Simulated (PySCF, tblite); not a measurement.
# C₅H₁₀AlBF₂: geometry, infrared bands and NMR shifts

What infrared bands and NMR shifts should C₅H₁₀AlBF₂ (`B/C(=C/C)C[CH2][Al]([F])[F]`) show?

Programs: tblite 0.8.0 and PySCF 2.14.0, with density-fitted response routines of our own. Each step states its level of theory. These are calculated values for one molecule in the gas phase, unless marked as measured. Atoms count from 0, in the outputs and in this text.

**1. The starting structure**

19 atoms, charge 0, multiplicity 1; geometry from: force field or distance geometry start.

Bonds of the start (Å): B0–C1 1.55, C1–C2 1.33, C2–C3 1.48, C1–C4 1.49, C4–C5 1.52, C5–Al6 2.00, Al6–F7 1.81, Al6–F8 1.79, B0–H9 1.18, B0–H10 1.19, C2–H11 1.10, C3–H12 1.12, C3–H13 1.13, C3–H14 1.12, C4–H15 1.12, C4–H16 1.11, C5–H17 1.11, C5–H18 1.10.

**2. Geometry optimisation with GFN2-xTB**

Job settings and geometry (Å):

```
{"job": {"kind": "relax", "xc": "GFN2-xTB", "basis": "xTB"}, "charge": 0, "multiplicity": 1}
B     -1.381700     1.938400    -0.323200
C     -0.978900     0.479500    -0.000200
C     -1.896200    -0.476000    -0.083200
C     -1.609200    -1.898500     0.200900
C      0.421600     0.191200     0.421300
C      1.424100     0.580000    -0.646800
Al     3.218800     0.121400     0.101000
F      3.435200     0.340200     1.884500
F      4.453600    -0.662500    -0.932200
H     -0.899000     2.852700     0.243400
H     -2.443600     2.124200    -0.832400
H     -2.933400    -0.247800    -0.384600
H     -1.040200    -2.043600     1.157800
H     -1.069400    -2.310000    -0.696300
H     -2.588000    -2.417400     0.380800
H      0.622300     0.689600     1.406400
H      0.549000    -0.909500     0.538700
H      1.279200    -0.003200    -1.583100
H      1.426100     1.660700    -0.860100
```

Started as:

```sh
> OMP_NUM_THREADS=1 python probes_run.py task.json out
```

The driver reads the jobs from task.json and runs them one after another.

**Question.** This job is followed by: GFN2-xTB harmonic vibrations, gas phase; GIAO PBE0/pcSseg-1 NMR shielding, non-relativistic, gas phase. What will the session give for the following? strongest single infrared mode (GFN2-xTB); zero-point energy (GFN2-xTB); ¹³C shifts against TMS (PBE0/pcSseg-1); ¹H shifts against TMS (PBE0/pcSseg-1, means over atoms taken as alike); ¹¹B shifts against BF3·OEt2 (PBE0/pcSseg-1); ²⁷Al shifts against AlH4- (PBE0/pcSseg-1); ¹⁹F shifts against CFCl3 (PBE0/pcSseg-1, means over atoms taken as alike).

**Answer**, as computed:

```
                                                                 quantity                               value
                                strongest single infrared mode (GFN2-xTB)                767 cm⁻¹, 167 km/mol
                                             zero-point energy (GFN2-xTB)                       87.0 kcal/mol
                                   ¹³C shifts against TMS (PBE0/pcSseg-1)  170.4, 164.4, 30.5, 19.7, 11.6 ppm
   ¹H shifts against TMS (PBE0/pcSseg-1, means over atoms taken as alike)    7.12, 6.88, 2.57, 2.15, 0.77 ppm
                              ¹¹B shifts against BF3·OEt2 (PBE0/pcSseg-1)                            73.7 ppm
                                ²⁷Al shifts against AlH4- (PBE0/pcSseg-1)                            36.7 ppm
¹⁹F shifts against CFCl3 (PBE0/pcSseg-1, means over atoms taken as alike)                          -163.1 ppm
```

Over 206 steps the energy fell by 0.849 eV; of the close pairs, Al6–F7 changed most, 1.810 to 1.653 Å. All 51 modes are real, so the xTB geometry is a minimum. The strongest single mode, at 767 cm⁻¹, has its largest shares on Al6, F7 and F8 (the list is cut at 3 atoms). GFN2-xTB is a fitted tight-binding method: band positions and strengths are rough. Its intensities can rank the bands wrongly. H11 (hydrogen on an alkene CH) lies farthest downfield among hydrogen, at 7.12 ppm; olefinic region. At PBE0/pcSseg-1: The widest tensor belongs to C1: span 254 ppm, with a paramagnetic part of -234 ppm.
